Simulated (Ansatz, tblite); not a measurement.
# (FAlNH)4 cubane (Al₄F₄H₄N₄): spin-state energies by level

Is the singlet the ground state of (FAlNH)4 cubane (Al₄F₄H₄N₄)? Other spin states are computed and compared level by level.

Computed with Ansatz 0.2.0, Gaussian basis. Level: as each input shows.

The runs, in order: triplet, at the geometry of the singlet (GFN1-xTB, GFN2-xTB, PBE0-D4/def2-TZVP, PBE-D4/def2-TZVP, r2SCAN-D4/def2-TZVP); the singlet's energies come from earlier runs.

## (1) The geometry

The geometry is that of the singlet, from an earlier relaxation (PBE-D4/def2-SVP).

16 atoms, charge 0, spin multiplicity 1.

Bond lengths: Al1–F2 1.678 Å, Al1–N3 1.933 Å, Al1–N6 1.934 Å, Al1–N9 1.933 Å, N3–Al4 1.933 Å, N3–Al10 1.934 Å, N3–H13 1.025 Å, Al4–F5 1.678 Å, Al4–N6 1.933 Å, Al4–N12 1.934 Å, N6–Al7 1.933 Å, N6–H14 1.025 Å, Al7–F8 1.678 Å, Al7–N9 1.934 Å, Al7–N12 1.933 Å, N9–Al10 1.933 Å, N9–H15 1.025 Å, Al10–F11 1.678 Å and more. Angles: F2–Al1–N3 125.1°, F2–Al1–N6 125.1°, F2–Al1–N9 125.1°, N3–Al1–N6 90.2°, N3–Al1–N9 90.2°, N6–Al1–N9 90.2°, Al1–N3–Al4 89.8°, Al1–N3–Al10 89.8°, Al1–N3–H13 125.4°, Al4–N3–Al10 89.8°, Al4–N3–H13 125.4°, Al10–N3–H13 125.4°, N3–Al4–F5 125.1°, N3–Al4–N6 90.2°, N3–Al4–N12 90.2°, F5–Al4–N6 125.1°, F5–Al4–N12 125.1°, N6–Al4–N12 90.2° and more.

Geometry (Å):

```mol
Al4F4H4N4
  3D, bonds by distance, orders not assigned

 16 20  0  0  0  0  0  0  0  0999 V2000
   -0.8035    1.4647    0.0433 Al  0  0
   -1.6109    2.9354    0.0863 F   0  0
   -1.1680   -0.0383    1.2036 N   0  0
   -1.0910   -1.2246   -0.3209 Al  0  0
   -2.1862   -2.4547   -0.6434 F   0  0
   -0.7338    0.2791   -1.4826 N   0  0
    1.1634    0.0380   -1.1992 Al  0  0
    2.3320    0.0765   -2.4031 F   0  0
    1.0950    1.2294    0.3223 N   0  0
    0.7311   -0.2782    1.4768 Al  0  0
    1.4649   -0.5573    2.9601 F   0  0
    0.8067   -1.4703   -0.0434 N   0  0
   -1.8809   -0.0615    1.9392 H   0  0
   -1.1822    0.4499   -2.3879 H   0  0
    1.7642    1.9801    0.5188 H   0  0
    1.2993   -2.3684   -0.0700 H   0  0
  1  2  8  0
  1  3  8  0
  1  6  8  0
  1  9  8  0
  3  4  8  0
  3 10  8  0
  3 13  8  0
  4  5  8  0
  4  6  8  0
  4 12  8  0
  6  7  8  0
  6 14  8  0
  7  8  8  0
  7  9  8  0
  7 12  8  0
  9 10  8  0
  9 15  8  0
 10 11  8  0
 10 12  8  0
 12 16  8  0
M  END
```

## (2) Triplet at the fixed geometry, GFN1-xTB

Tight binding, by tblite at 300 K electronic temperature and without a spin-polarisation term:

```python
tblite.interface.Calculator('GFN1-xTB', numbers, positions, charge=0, uhf=2).singlepoint()
```

Energy -1115.1858 eV; 0.024 s.

## (3) Triplet at the fixed geometry, GFN2-xTB

Tight binding, by tblite at 300 K electronic temperature and without a spin-polarisation term:

```python
tblite.interface.Calculator('GFN2-xTB', numbers, positions, charge=0, uhf=2).singlepoint()
```

Energy -1018.8212 eV; 0.027 s.

## (4) Triplet at the fixed geometry, PBE0-D4/def2-TZVP

File in.yaml:

```yaml
crystal:
  periodic: [false, false, false]
  atoms:
    - {symbol: Al, position_ang: [-0.803543, 1.464738, 0.043285]}
    - {symbol: F, position_ang: [-1.610864, 2.935411, 0.086306]}
    - {symbol: N, position_ang: [-1.167982, -0.038270, 1.203634]}
    - {symbol: Al, position_ang: [-1.091028, -1.224634, -0.320943]}
    - {symbol: F, position_ang: [-2.186201, -2.454733, -0.643367]}
    - {symbol: N, position_ang: [-0.733832, 0.279106, -1.482562]}
    - {symbol: Al, position_ang: [1.163379, 0.038040, -1.199188]}
    - {symbol: F, position_ang: [2.332003, 0.076497, -2.403075]}
    - {symbol: N, position_ang: [1.095037, 1.229437, 0.322257]}
    - {symbol: Al, position_ang: [0.731117, -0.278162, 1.476818]}
    - {symbol: F, position_ang: [1.464895, -0.557300, 2.960110]}
    - {symbol: N, position_ang: [0.806716, -1.470282, -0.043373]}
    - {symbol: H, position_ang: [-1.880942, -0.061453, 1.939215]}
    - {symbol: H, position_ang: [-1.182224, 0.449855, -2.387945]}
    - {symbol: H, position_ang: [1.764168, 1.980146, 0.518805]}
    - {symbol: H, position_ang: [1.299291, -2.368387, -0.069976]}
basis:
  gaussian: {orbitals: def2-TZVP, fitting: {mean_field: def2-universal-jkfit}}
magnetization: {spin_polarized: true, initial_magnetization: 2}
hamiltonian: {xc: pbe0, dispersion: d4}
scf: {omitted_lower_state_checks: [starts]}
output: {orbitals: {seedname: orbitals}}
```

Run with:

```bash
$ ansatz run in.yaml --threads 2 --pin off --events-out ev --progress --plain --max-ram 32768MiB --backend cuda --devices 0, --max-vram 18GiB
```

Output:

```text
Functional definition: PBE0
  name "PBE0"
  cite "Adamo & Barone, J. Chem. Phys. 110, 6158 (1999) doi:10.1063/1.478522"
  cite "Perdew, Burke & Ernzerhof, Phys. Rev. Lett. 77, 3865 (1996) doi:10.1103/PhysRevLett.77.3865"
  parent pbe
  parameter a = 0.25
  parameter kappa = 0.804
  parameter beta = 0.06672455060314922
  exchange = (1 - a)*pbe_x(kappa = kappa, mu = beta*pi^2/3) + a*exact_x
  correlation = pbe_c(beta = beta)
these checks for a lower state are left out or cut short: starts
1200 factors; integrals over basis functions are off by at most 1.6e0 eV
mean field evaluation 1: about -43248.9619 eV, gradient 8.4e1 eV
mean field evaluation 2: about -43222.4680 eV, gradient 1.2e2 eV
mean field evaluation 4: about -43273.1861 eV, gradient 8.6e0 eV
mean field evaluation 8: about -43273.4912 eV, gradient 3.6e-1 eV
mean field evaluation 16: about -43273.4920 eV, gradient 3.4e-3 eV
mean field evaluation 32: about -43273.4921 eV, gradient 1.5e-3 eV
mean field -43273.49223869 eV, -1590.2715079454 hartree, gradient 2.5e-6 eV, S^2 2.006347; 0 other end points of the search recorded, 0 dependent functions left out
reference -43273.49229691 eV, -1590.2715100849 hartree; 61, 59 occupied and 359, 361 virtual orbitals, 1200 factors
Total energy: -43274.10867523 eV, -1590.2941615703 hartree
Checks for a lower state left out: starts
```

Run time: 19 s. Hardware: 1 × H100 (card shared with other runs) with 2 threads of AMD EPYC 7R13, shared host; peak host memory 0.97 GiB.

HOMO -3.15 eV, LUMO -7.56 eV (over both spins; with the spin held, an empty level of the minority spin lies below the top filled one); ⟨S²⟩ 2.006 (pure: 2.00).

## (5) Triplet at the fixed geometry, PBE-D4/def2-TZVP

start.molden holds the orbitals of an earlier run on this state, given as this run's starting guess.

Edit in.yaml of step 4 so:

```diff
@@ -20,5 +20,5 @@
 basis:
-  gaussian: {orbitals: def2-TZVP, fitting: {mean_field: def2-universal-jkfit}}
+  gaussian: {orbitals: def2-TZVP, fitting: {mean_field: def2-universal-jkfit}, initial_orbitals: start.molden}
 magnetization: {spin_polarized: true, initial_magnetization: 2}
-hamiltonian: {xc: pbe0, dispersion: d4}
+hamiltonian: {xc: pbe, dispersion: d4}
 scf: {omitted_lower_state_checks: [starts]}
```

Launched as before.

Output:

```text
Functional definition: PBE
  name "PBE"
  cite "Perdew, Burke & Ernzerhof, Phys. Rev. Lett. 77, 3865 (1996) doi:10.1103/PhysRevLett.77.3865"
  parent pbe
  parameter kappa = 0.804
  parameter beta = 0.06672455060314922
  exchange = pbe_x(kappa = kappa, mu = beta*pi^2/3)
  correlation = pbe_c(beta = beta)
these checks for a lower state are left out or cut short: starts
1200 factors; integrals over basis functions are off by at most 1.6e0 eV
mean field evaluation 1: about -43271.1744 eV, gradient 1.3e1 eV
mean field evaluation 2: about -43271.5107 eV, gradient 4.6e-1 eV
mean field evaluation 4: about -43271.5280 eV, gradient 4.8e-1 eV
mean field evaluation 8: about -43271.5334 eV, gradient 8.2e-2 eV
mean field evaluation 16: about -43271.5335 eV, gradient 2.8e-5 eV
mean field -43271.53348452 eV, -1590.1995250571 hartree, gradient 5.6e-6 eV, S^2 2.001845; 0 other end points of the search recorded, 0 dependent functions left out
reference -43271.53356033 eV, -1590.1995278434 hartree; 61, 59 occupied and 359, 361 virtual orbitals, 1200 factors
Total energy: -43272.25059859 eV, -1590.2258785132 hartree
Checks for a lower state left out: starts
```

Wall time 6.5 s (1 × H100 (card shared with other runs) with 2 threads of AMD EPYC 7R13, shared host); peak host memory 0.95 GiB.

From the report: HOMO -2.78 eV, LUMO -7.87 eV (over both spins; with the spin held, an empty level of the minority spin lies below the top filled one); ⟨S²⟩ 2.002 (pure: 2.00).

## (6) Triplet at the fixed geometry, r2SCAN-D4/def2-TZVP

Edit in.yaml of step 5 so:

```diff
@@ -22,3 +22,3 @@
 magnetization: {spin_polarized: true, initial_magnetization: 2}
-hamiltonian: {xc: pbe, dispersion: d4}
+hamiltonian: {xc: r2scan, dispersion: d4}
 scf: {omitted_lower_state_checks: [starts]}
```

The command is unchanged.

Output, shortened:

```text
Functional definition: r2SCAN
  name "r2SCAN"
  cite "Furness, Kaplan, Ning, Perdew & Sun, J. Phys. Chem. Lett. 11, 8208 (2020) doi:10.1021/acs.jpclett.0c02405"
  cite "Furness, Kaplan, Ning, Perdew & Sun, J. Phys. Chem. Lett. 11, 9248 (2020) doi:10.1021/acs.jpclett.0c03077"
  parent r2scan
[...]
1200 factors; integrals over basis functions are off by at most 1.6e0 eV
[...]
mean field -43293.47067465 eV, -1591.0057019248 hartree, gradient 7.1e-6 eV, S^2 2.004083; 0 other end points of the search recorded, 0 dependent functions left out
reference -43293.47070525 eV, -1591.0057030495 hartree; 61, 59 occupied and 359, 361 virtual orbitals, 1200 factors
Total energy: -43293.64471195 eV, -1591.0120976779 hartree
Checks for a lower state left out: starts
```

It took 12 s on 1 × H100 (card shared with other runs) with 2 threads of AMD EPYC 7R13, shared host; peak host memory 1.1 GiB.

From the report: HOMO -2.57 eV, LUMO -8.01 eV (over both spins; with the spin held, an empty level of the minority spin lies below the top filled one); ⟨S²⟩ 2.004 (pure: 2.00).

## (7) Triplet less singlet, vertical

The singlet's energies are those of its earlier runs, whose logs aren't repeated here.

| level | triplet less singlet, vertical (kcal/mol) | time |
| --- | --- | --- |
| GFN1-xTB | +74.3 | 0.046 s |
| GFN2-xTB | +101.5 | 0.048 s |
| PBE-D4/def2-TZVP | +117.0 | 10 s |
| r2SCAN-D4/def2-TZVP | +129.3 | 19 s |
| PBE0-D4/def2-TZVP | +135.3 | 26 s |

Times add the two runs; a level without a time comes out of a correlated run. Tight binding without a spin term can't rank spin states.

## (8) Summary of results

| quantity | value |
| --- | --- |
| triplet less singlet, vertical, functionals in def2-TZVP | +117.0 (PBE-D4) to +135.3 kcal/mol (PBE0-D4) |

All functionals put the triplet above the singlet, over a spread of 18.3 kcal/mol. The checks for a lower triplet were left out, so another state of that spin may lie lower. These are electronic energies, without zero-point motion, entropy or surroundings.
